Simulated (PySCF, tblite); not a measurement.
# C₃H₇BFO−: geometry, infrared bands, NMR shifts and spin-spin couplings

Wanted: the infrared bands, NMR shifts and spin-spin couplings of C₃H₇BFO− (`CC(=O)C[BH2-]F`), by calculation.

The runs use tblite 0.8.0 and PySCF 2.14.0, with density-fitted response routines of our own; the level of theory stands in each step. All values are computed, except where a source is named. Atoms count from 0, in the outputs and in this text.

**1. The starting structure**

13 atoms, charge -1, multiplicity 1; geometry from: force field or distance geometry start.

Bonds of the start (Å): C0–C1 1.48, C1–O2 1.24, C1–C3 1.46, C3–B4 1.62, B4–F5 1.46, C0–H6 1.10, C0–H7 1.12, C0–H8 1.11, C3–H9 1.14, C3–H10 1.08, B4–H11 1.18, B4–H12 1.21.

**2. Relaxing the molecule with GFN2-xTB**

The job: settings as JSON, then the geometry in Å.

```
{"job": {"kind": "relax", "xc": "GFN2-xTB", "basis": "xTB"}, "charge": -1, "multiplicity": 1}
C      1.763600     0.130900     0.132100
C      0.562700    -0.723000     0.047500
O      0.609300    -1.802700     0.649800
C     -0.650100    -0.378100    -0.688000
B     -1.569300     0.553500     0.264300
F     -1.398200     1.955700    -0.087600
H      2.548600    -0.344200    -0.475000
H      2.142400     0.113500     1.189900
H      1.603700     1.175800    -0.202000
H     -1.252700    -1.343700    -0.760500
H     -0.545100    -0.022700    -1.698900
H     -2.712100     0.261200     0.240300
H     -1.107100     0.424200     1.370300
```

Launch:

```console
$ OMP_NUM_THREADS=1 python probes_run.py task.json out
```

One launch serves the whole session: the jobs run in the order shown.

The program printed:

```text
step      E/eV     max force
  0    -551.74518    2.277
  1    -551.90364    1.198
  2    -551.94599    1.052
  3    -551.97954    0.571
  4    -552.02382    0.374
  5    -552.04144    0.375
  6    -552.06662    0.433
  7    -552.09109    0.422
  8    -552.11468    0.363
  9    -552.12997    0.306
 10    -552.14074    0.249
 11    -552.15165    0.261
 12    -552.16174    0.274
 13    -552.16761    0.200
 14    -552.17035    0.138
 15    -552.17232    0.134
 16    -552.17448    0.158
 17    -552.17642    0.155
 18    -552.17762    0.107
 19    -552.17822    0.064
 20    -552.17866    0.081
 21    -552.17923    0.088
 22    -552.17992    0.103
 23    -552.18069    0.106
 24    -552.18148    0.079
 25    -552.18238    0.104
 26    -552.18357    0.125
 27    -552.18535    0.131
 28    -552.18779    0.157
 29    -552.19045    0.149
 30    -552.19287    0.163
 31    -552.19529    0.146
 32    -552.19789    0.143
 33    -552.20033    0.128
 34    -552.20208    0.104
 35    -552.20320    0.094
 36    -552.20415    0.091
 37    -552.20505    0.103
 38    -552.20571    0.073
 39    -552.20614    0.060
 40    -552.20647    0.060
 41    -552.20683    0.061
 42    -552.20723    0.069
 43    -552.20767    0.053
 44    -552.20833    0.063
 45    -552.20890    0.093
 46    -552.21007    0.130
 47    -552.21145    0.131
 48    -552.21307    0.084
 49    -552.21452    0.092
 50    -552.21598    0.095
 51    -552.21794    0.140
 52    -552.22006    0.144
 53    -552.22042    0.240
 54    -552.22271    0.130
 55    -552.22394    0.092
 56    -552.22528    0.073
 57    -552.22688    0.105
 58    -552.22789    0.083
 59    -552.22862    0.069
 60    -552.22906    0.061
 61    -552.22955    0.070
 62    -552.23015    0.081
 63    -552.23076    0.057
 64    -552.23127    0.078
 65    -552.23173    0.054
 66    -552.23229    0.067
 67    -552.23293    0.063
 68    -552.23341    0.059
 69    -552.23390    0.060
 70    -552.23436    0.063
 71    -552.23476    0.050
 72    -552.23503    0.038
 73    -552.23522    0.040
 74    -552.23541    0.041
 75    -552.23561    0.042
 76    -552.23574    0.030
 77    -552.23582    0.029
 78    -552.23586    0.016
 79    -552.23589    0.011
 80    -552.23591    0.011
 81    -552.23593    0.013
 82    -552.23594    0.009
```

Wall time 0.52 s (1 thread of Arm Neoverse N1, shared host); peak memory 0.18 GiB.

Along the way: (not every step is listed)

```csv
step,energy from step 0 (eV),largest force (eV/Å)
0,0.0000,2.2769
1,-0.1585,1.1982
2,-0.2008,1.0517
3,-0.2344,0.5710
4,-0.2786,0.3743
5,-0.2963,0.3755
6,-0.3214,0.4331
7,-0.3459,0.4220
8,-0.3695,0.3627
14,-0.4252,0.1378
20,-0.4335,0.0806
26,-0.4384,0.1253
32,-0.4527,0.1435
38,-0.4605,0.0732
44,-0.4632,0.0627
50,-0.4708,0.0954
56,-0.4801,0.0735
62,-0.4850,0.0813
68,-0.4882,0.0595
74,-0.4902,0.0408
77,-0.4906,0.0286
78,-0.4907,0.0162
79,-0.4907,0.0114
80,-0.4907,0.0110
81,-0.4908,0.0131
82,-0.4908,0.0095
```

Distances of close pairs at the start and the end, largest changes first:

```csv
bond,before (Å),after (Å),change (Å)
C3–B4,1.619,1.713,+0.095
C3–H9,1.141,1.089,-0.052
C0–C1,1.476,1.524,+0.048
C0–H7,1.124,1.089,-0.034
B4–H11,1.180,1.213,+0.033
C0–H8,1.109,1.086,-0.023
B4–F5,1.456,1.433,-0.023
C3–H10,1.077,1.088,+0.011
```

The end geometry stands in the next job.

**3. Infrared spectrum with GFN2-xTB**

The job: settings as JSON, then the geometry in Å.

```
{"job": {"kind": "ir", "xc": "GFN2-xTB", "basis": "xTB"}, "charge": -1, "multiplicity": 1}
C      1.693552     0.162308     0.075085
C      0.587176    -0.880838     0.181377
O      0.734838    -1.860638     0.906799
C     -0.608774    -0.572654    -0.579834
B     -1.533708     0.597745     0.262933
F     -0.901793     1.872446     0.090339
H      2.131555     0.132500    -0.922861
H      2.471555    -0.026192     0.813885
H      1.259100     1.144968     0.231154
H     -1.238547    -1.450664    -0.713558
H     -0.378054    -0.113251    -1.538321
H     -2.623316     0.642768    -0.267433
H     -1.597971     0.351988     1.442708
```

The program printed:

```text
mode    cm-1     km/mol
  1      66.2      1.00
  2     128.5      4.41
  3     155.0      1.24
  4     175.9      8.02
  5     317.5      2.92
  6     406.5      3.53
  7     505.2     21.04
  8     562.4      6.52
  9     702.9     43.66
 10     763.2     10.76
 11     790.3    137.55
 12     859.3      5.97
 13     918.1     53.75
 14     978.0     44.71
 15     992.3     55.27
 16    1008.4     18.54
 17    1089.4    373.20
 18    1108.0     87.56
 19    1150.1     63.52
 20    1230.3    263.11
 21    1253.3    100.82
 22    1359.1     13.46
 23    1468.5      0.42
 24    1474.0     19.25
 25    1484.0      5.20
 26    1687.7    537.31
 27    2234.7    513.61
 28    2316.2    327.30
 29    2987.5     17.63
 30    2996.3     88.71
 31    2997.6    136.49
 32    3009.7     63.91
 33    3057.7      1.55
```

Wall time 0.38 s (1 thread of Arm Neoverse N1, shared host); peak memory 0.18 GiB.

The strongest bands and the atoms that carry them (share of the mass-weighted mode):

```csv
cm⁻¹,km/mol,atoms
790,137.6,"B4 41 %, F5 24 %, H11 11 %"
1089,373.2,"H10 45 %, H12 21 %"
1230,263.1,"H12 39 %, H11 39 %"
1253,100.8,"C1 48 %, H9 15 %, C3 11 %"
1688,537.3,"C1 63 %, O2 31 %"
2235,513.6,"H11 80 %, H12 12 %"
2316,327.3,"H12 82 %, H11 14 %"
2998,136.5,"H10 58 %, H9 18 %, H6 15 %"
```

**4. Nuclear shieldings: PBE0/pcSseg-1**

Settings changed since step 3:

```diff
@@ -1,2 +1,2 @@
-{"job": {"kind": "ir", "xc": "GFN2-xTB", "basis": "xTB"}, "charge": -1, "multiplicity": 1}
+{"job": {"kind": "nmr", "xc": "PBE0", "basis": "pcSseg-1"}, "charge": -1, "multiplicity": 1}
 C      1.693552     0.162308     0.075085
```

Method: GIAO PBE0/pcSseg-1 NMR shielding, non-relativistic, gas phase.

The program printed:

```text
coarse grid: 10856 points
cycle   1  E = -317.9289074307  dE =  4.874e-01  |g| = 9.414e-01  |ddm| = 2.998e+00
cycle   2  E = -317.6189734134  dE =  3.099e-01  |g| = 1.630e+00  |ddm| = 3.081e+00
cycle   3  E = -318.0929554058  dE = -4.740e-01  |g| = 2.693e-01  |ddm| = 2.214e+00
cycle   4  E = -318.1091257707  dE = -1.617e-02  |g| = 5.914e-02  |ddm| = 3.047e-01
cycle   5  E = -318.1096418924  dE = -5.161e-04  |g| = 2.275e-02  |ddm| = 6.498e-02
cycle   6  E = -318.1097341376  dE = -9.225e-05  |g| = 5.208e-03  |ddm| = 2.161e-02
cycle   7  E = -318.1097387035  dE = -4.566e-06  |g| = 1.340e-03  |ddm| = 5.438e-03
final grid: 105248 points
cycle   8  E = -318.1588136365  dE = -2.863e-05  |g| = 1.182e-02  |ddm| = 2.223e-02
cycle   9  E = -318.1587407894  dE =  7.285e-05  |g| = 2.276e-02  |ddm| = 2.765e-02
cycle  10  E = -318.1588411789  dE = -1.004e-04  |g| = 1.837e-03  |ddm| = 1.936e-02
cycle  11  E = -318.1588418691  dE = -6.902e-07  |g| = 2.001e-04  |ddm| = 1.729e-03
cycle  12  E = -318.1588418783  dE = -9.149e-09  |g| = 6.716e-05  |ddm| = 3.115e-04
cycle  13  E = -318.1588418793  dE = -9.900e-10  |g| = 2.134e-05  |ddm| = 7.810e-05
converged SCF energy = -318.1588418793

GIAO shielding tensors (ppm)
atom      isotropic    diamagn.    paramagn.     s11        s22        s33       span
  0 C      154.049     252.628     -98.579    127.407    143.408    191.331     63.924
  1 C      -29.880     246.696    -276.576   -135.362    -58.075    103.796    239.158
  2 O     -235.075     401.275    -636.350   -683.524   -323.282    301.582    985.106
  3 C      136.309     253.696    -117.387    102.950    138.079    167.899     64.949
  4 B      104.588     179.391     -74.803     90.460     95.450    127.855     37.394
  5 F      424.288     473.905     -49.617    345.699    425.311    501.853    156.154
  6 H       30.212      30.847      -0.634     27.164     29.749     33.724      6.560
  7 H       30.843      30.769       0.075     28.133     28.853     35.544      7.411
  8 H       28.602      30.827      -2.224     24.627     28.675     32.504      7.877
  9 H       30.353      31.923      -1.570     27.336     29.010     34.715      7.379
 10 H       29.841      32.946      -3.105     27.188     29.875     32.458      5.270
 11 H       28.268      29.220      -0.951     24.800     29.004     31.001      6.201
 12 H       28.672      29.509      -0.837     25.420     29.026     31.569      6.150
```

Run time: 22 s. Hardware: 1 thread of Arm Neoverse N1, shared host; peak memory 0.65 GiB.

Shifts follow as δ = σ(reference) − σ, with reference shieldings (ppm) from runs at the same level and on the same kind of geometry: 1H TMS 31.72, 13C TMS 186.9, 19F CFCl3 170.9, 17O H2O 336.1, 11B BF3·OEt2 100.1. The references are single molecules in the gas phase, so shifts against H2O, NH3, PH3, H3PO4 or CFCl3 are not on the usual liquid scales and can be off by tens of ppm. Atoms listed in one row are averaged.

```csv
atoms,environment,σ (ppm),δ (ppm)
C1,ketone carbonyl carbon,-29.9,216.8
C3,"sp3 CH2 bonded to B, α to a carbonyl",136.3,50.6
C0,methyl carbon α to a carbonyl,154.0,32.9
"H11, H12","hydrogen on a boron bonded to C, F",28.47,3.25
"H6, H7, H8",hydrogen on a methyl carbon α to a carbonyl,29.89,1.83
"H9, H10","hydrogen on an sp3 CH2 bonded to B, α to a carbonyl",30.10,1.62
O2,ketone oxygen,-235.1,571.2
B4,"boron bonded to C, F, 2 H",104.6,-4.5
F5,fluorine bonded to B,424.3,-253.3
```

Charges from the same density, by scheme (e):

```csv
atoms,Mulliken,IAO,Hirshfeld,ESP fit
C0,-0.29,-0.48,-0.15,-0.45
C1,0.14,0.40,0.14,0.69
O2,-0.46,-0.52,-0.33,-0.62
C3,-0.39,-0.46,-0.18,-0.60
B4,0.41,0.01,-0.04,0.63
F5,-0.46,-0.46,-0.25,-0.49
```

Mayer bond orders: C0–C1 0.99, C1–O2 1.93, C1–C3 1.12, C3–B4 0.75, B4–F5 0.83.

**5. J couplings: B3LYP/pcJ-1**

Settings changed since step 4:

```diff
@@ -1,2 +1,2 @@
-{"job": {"kind": "nmr", "xc": "PBE0", "basis": "pcSseg-1"}, "charge": -1, "multiplicity": 1}
+{"job": {"kind": "j", "xc": "B3LYP", "basis": "pcJ-1"}, "charge": -1, "multiplicity": 1}
 C      1.693552     0.162308     0.075085
```

Level: B3LYP/pcJ-1 indirect spin-spin coupling, non-relativistic, gas phase.

The program printed:

```text
coarse grid: 10856 points
cycle   1  E = -318.3074271036  dE =  4.390e-01  |g| = 1.024e+00  |ddm| = 2.794e+00
cycle   2  E = -317.8518441058  dE =  4.556e-01  |g| = 1.898e+00  |ddm| = 3.604e+00
cycle   3  E = -318.4898566251  dE = -6.380e-01  |g| = 3.302e-01  |ddm| = 2.713e+00
cycle   4  E = -318.5136538654  dE = -2.380e-02  |g| = 8.428e-02  |ddm| = 3.819e-01
cycle   5  E = -318.5147186999  dE = -1.065e-03  |g| = 3.072e-02  |ddm| = 8.498e-02
cycle   6  E = -318.5148791625  dE = -1.605e-04  |g| = 7.188e-03  |ddm| = 2.779e-02
cycle   7  E = -318.5148877104  dE = -8.548e-06  |g| = 1.754e-03  |ddm| = 7.173e-03
final grid: 105248 points
cycle   8  E = -318.5703288900  dE = -1.577e-04  |g| = 7.090e-03  |ddm| = 2.016e-02
cycle   9  E = -318.5703108138  dE =  1.808e-05  |g| = 1.166e-02  |ddm| = 1.319e-02
cycle  10  E = -318.5703371839  dE = -2.637e-05  |g| = 2.414e-03  |ddm| = 1.042e-02
cycle  11  E = -318.5703381649  dE = -9.810e-07  |g| = 6.341e-04  |ddm| = 2.373e-03
cycle  12  E = -318.5703382458  dE = -8.090e-08  |g| = 6.445e-05  |ddm| = 4.997e-04
cycle  13  E = -318.5703382467  dE = -8.973e-10  |g| = 3.065e-05  |ddm| = 1.028e-04
converged SCF energy = -318.5703382467

Indirect spin-spin couplings (Hz)
  i      j    bonds     total        FC       PSO       DSO        SD
  0 C    1 C    1     36.058    37.488    -1.687     0.258         -
  0 C    2 O    2     -2.855    -4.363     1.472     0.036         -
  0 C    3 C    2     16.247    16.458    -0.217     0.005         -
  0 C    4 B    3      0.041     0.052    -0.011     0.002    -0.002
  0 C    5 F    4      7.568     8.024    -0.499     0.100    -0.057
  0 C    6 H    1    125.002   122.748     1.539     0.715         -
  0 C    7 H    1    130.076   128.134     1.233     0.709         -
  0 C    8 H    1    135.412   133.757     0.892     0.763         -
  0 C    9 H    3      6.922     6.952     0.422    -0.452         -
  0 C   10 H    3      0.944     0.933    -0.114     0.125         -
  0 C   11 H    4     -0.158    -0.144     0.238    -0.252         -
  1 C    2 O    1     33.516    15.082    18.520    -0.085         -
  1 C    3 C    1     48.869    52.613    -4.024     0.280         -
  1 C    4 B    2     -3.309    -3.106    -0.253     0.098    -0.048
  1 C    5 F    3     -2.989    -2.887    -0.335     0.098     0.135
  1 C    6 H    2     -3.768    -3.689    -0.135     0.055         -
  1 C    7 H    2     -5.365    -5.047    -0.286    -0.032         -
  1 C    8 H    2     -5.357    -5.222    -0.259     0.123         -
  1 C    9 H    2     -4.917    -4.192    -0.689    -0.035         -
  1 C   10 H    2     -0.827    -0.143    -0.708     0.024         -
  1 C   11 H    3      6.621     6.559     0.256    -0.193         -
  1 C   12 H    3      3.586     3.450    -0.127     0.263         -
  2 O    3 C    2      0.342    -2.348     2.648     0.041         -
  2 O    4 B    3     -1.280    -1.004    -0.081     0.020    -0.215
  2 O    5 F    4     -2.819    -0.769    -1.466     0.128    -0.713
  2 O    6 H    3     -1.361    -1.739     0.143     0.234         -
  2 O    7 H    3     -1.458    -1.936     0.466     0.013         -
  2 O    8 H    3     -2.044    -2.495     0.189     0.262         -
  2 O    9 H    3     -1.579    -2.409     0.792     0.038         -
  2 O   10 H    3     -2.799    -3.718     0.613     0.306         -
  2 O   11 H    4     -0.694    -0.654    -0.176     0.136         -
  2 O   12 H    4     -0.358    -0.245    -0.091    -0.022         -
  3 C    4 B    1     26.355    26.043    -0.476     0.274     0.513
  3 C    5 F    2     17.058    18.515    -2.006     0.076     0.474
  3 C    6 H    3     -0.224    -0.205     0.017    -0.036         -
  3 C    7 H    3      3.656     3.694     0.408    -0.446         -
  3 C    8 H    3      0.549     0.597    -0.171     0.123         -
  3 C    9 H    1    130.738   128.453     1.386     0.899         -
  3 C   10 H    1    129.507   127.004     1.554     0.950         -
  3 C   11 H    2      0.884     0.962    -0.189     0.112         -
  3 C   12 H    2      4.499     4.523    -0.097     0.072         -
  4 B    5 F    1   -128.490  -122.523   -10.332     0.634     3.731
  4 B    7 H    4     -0.166    -0.114     0.259    -0.291    -0.021
  4 B    9 H    2     -4.543    -4.618    -0.052     0.054     0.073
  4 B   10 H    2     -6.586    -6.691    -0.045     0.064     0.086
  4 B   11 H    1    106.216   105.982    -0.977     1.093     0.117
  4 B   12 H    1    109.145   108.901    -1.036     1.126     0.154
  5 F    6 H    5     -0.865    -0.645     0.195    -0.317    -0.098
  5 F    7 H    5      0.535     0.655     0.535    -0.665     0.010
  5 F    8 H    5     -1.738    -0.705    -3.312     2.056     0.222
  5 F    9 H    3     21.420    23.069    -0.141    -1.468    -0.039
  5 F   10 H    3     11.873    11.171     0.416     0.386    -0.099
  5 F   11 H    2     46.347    45.822     2.189    -0.614    -1.049
  5 F   12 H    2     50.031    49.370     2.139    -0.572    -0.906
  6 H    7 H    2    -12.212   -12.418     2.764    -2.557         -
  6 H    8 H    2    -17.418   -17.649     2.522    -2.291         -
  6 H    9 H    4     -0.537    -0.462     1.244    -1.319         -
  6 H   10 H    4      1.254     1.221    -1.219     1.251         -
  6 H   11 H    5      0.426     0.496     0.910    -0.980         -
  6 H   12 H    5     -0.199    -0.118     1.092    -1.173         -
  7 H    8 H    2    -11.271   -11.441     2.638    -2.467         -
  7 H    9 H    4      2.886     2.988     1.773    -1.876         -
  7 H   10 H    4      1.681     1.749     1.555    -1.624         -
  8 H    9 H    4      1.443     1.531     1.625    -1.713         -
  8 H   10 H    4     -0.527    -0.515    -0.640     0.628         -
  8 H   11 H    5      0.164     0.249     0.801    -0.886         -
  9 H   10 H    2     -6.589    -6.982     2.672    -2.279         -
  9 H   11 H    3      4.882     4.871    -0.350     0.361         -
  9 H   12 H    3      0.388     0.394     0.381    -0.387         -
 10 H   11 H    3      4.249     4.269     0.105    -0.125         -
 10 H   12 H    3      5.783     5.870     1.760    -1.847         -
 11 H   12 H    2     -1.865    -1.883     0.980    -0.962         -
```

Wall time 57 s (1 thread of Arm Neoverse N1, shared host); peak memory 0.89 GiB.

Couplings of 1 Hz or more, nine at most for each number of bonds, with means over like pairs (isotopes 11B, 13C, 19F, 1H, 17O):

```csv
pair,bonds,J (Hz),Fermi contact (Hz),dihedral (°)
C0–H6,1,130.2,128.2,–
C3–H9,1,130.1,127.7,–
B4–F5,1,-128.5,-122.5,–
B4–H11,1,107.7,107.4,–
C1–C3,1,48.9,52.6,–
C0–C1,1,36.1,37.5,–
C1–O2,1,33.5,15.1,–
C3–B4,1,26.4,26.0,–
F5–H11,2,48.2,47.6,–
C3–F5,2,17.1,18.5,–
C0–C3,2,16.2,16.5,–
H6–H7,2,-13.6,-13.8,–
H9–H10,2,-6.6,-7.0,–
B4–H9,2,-5.6,-5.7,–
C1–H6,2,-4.8,-4.7,–
C1–B4,2,-3.3,-3.1,–
C1–H9,2,-2.9,-2.2,–
F5–H9,3,16.6,17.1,–
H9–H11,3,5.3,5.4,–
C1–H11,3,5.1,5.0,–
C0–H9,3,3.9,3.9,–
C1–F5,3,-3.0,-2.9,76
H9–H12,3,2.3,2.3,78
O2–H9,3,-2.2,-3.1,–
O2–H6,3,-1.6,-2.1,–
C3–H6,3,1.3,1.4,–
C0–F5,4,7.6,8.0,–
O2–F5,4,-2.8,-0.8,–
H6–H9,4,1.0,1.1,–
```

Where two rows join the same classes of atoms, they are the two kinds of pair (J and J′ of an AA′XX′ pattern), each a mean over its own pairs alone.

The spin-dipole term was solved for some atoms only; pairs without it lack that part.

The response was solved for the nuclei of B, C, F, H alone, so couplings that need other nuclei can be missing.

Quadrupole couplings from the field gradients of the same density:

```csv
atom,isotope,eQq/h (MHz),η
O2,17O,11.1,0.20
B4,11B,1.552,0.93
```

Shifts (PBE0/pcSseg-1, unscaled) and these couplings together give the proton spectrum at 400 MHz below. Couplings to quadrupolar nuclei are left out.

1H NMR δ 3.25 (br, 2H), 1.83 (t, J = 1.0 Hz, 3H), 1.62 (m, 2H).

**6. Results**

| quantity | value |
| --- | --- |
| strongest single infrared mode (GFN2-xTB) | 1688 cm⁻¹, 537 km/mol |
| zero-point energy (GFN2-xTB) | 60.4 kcal/mol |
| 13C shifts against TMS (PBE0/pcSseg-1) | 216.8, 50.6, 32.9 ppm |
| 1H shifts against TMS (PBE0/pcSseg-1, means over atoms taken as alike) | 3.25, 1.83, 1.62 ppm |
| 17O shifts against H2O (PBE0/pcSseg-1) | 571.2 ppm |
| 11B shifts against BF3·OEt2 (PBE0/pcSseg-1) | -4.5 ppm |
| 19F shifts against CFCl3 (PBE0/pcSseg-1) | -253.3 ppm |
| largest coupling of the table (B3LYP/pcJ-1) | 1J(C,H) C0–H6, 130.2 Hz |

The optimisation took 82 steps and gained 0.491 eV; among the close pairs (by a distance rule), C3–B4 changed most, from 1.619 to 1.713 Å. No mode is imaginary among the 33: a minimum at this level. The strongest single mode, at 1688 cm⁻¹, moves mainly C1. GFN2-xTB is a fitted tight-binding method: band positions and strengths are rough. Its intensities can rank the bands wrongly. At PBE0/pcSseg-1: Shielding is most anisotropic at O2 (span 985 ppm, paramagnetic term -636 ppm). In the run at B3LYP/pcJ-1, the largest coupling of the table is C0–H6 (mean over like pairs), 130.2 Hz, of which the Fermi-contact term gives 128.2 Hz. Couplings across rotatable bonds belong to this one conformer; where others are populated, the observed values are averages, and the simulated multiplets take (2 J gauche + J anti)/3 across rotating chain bonds.
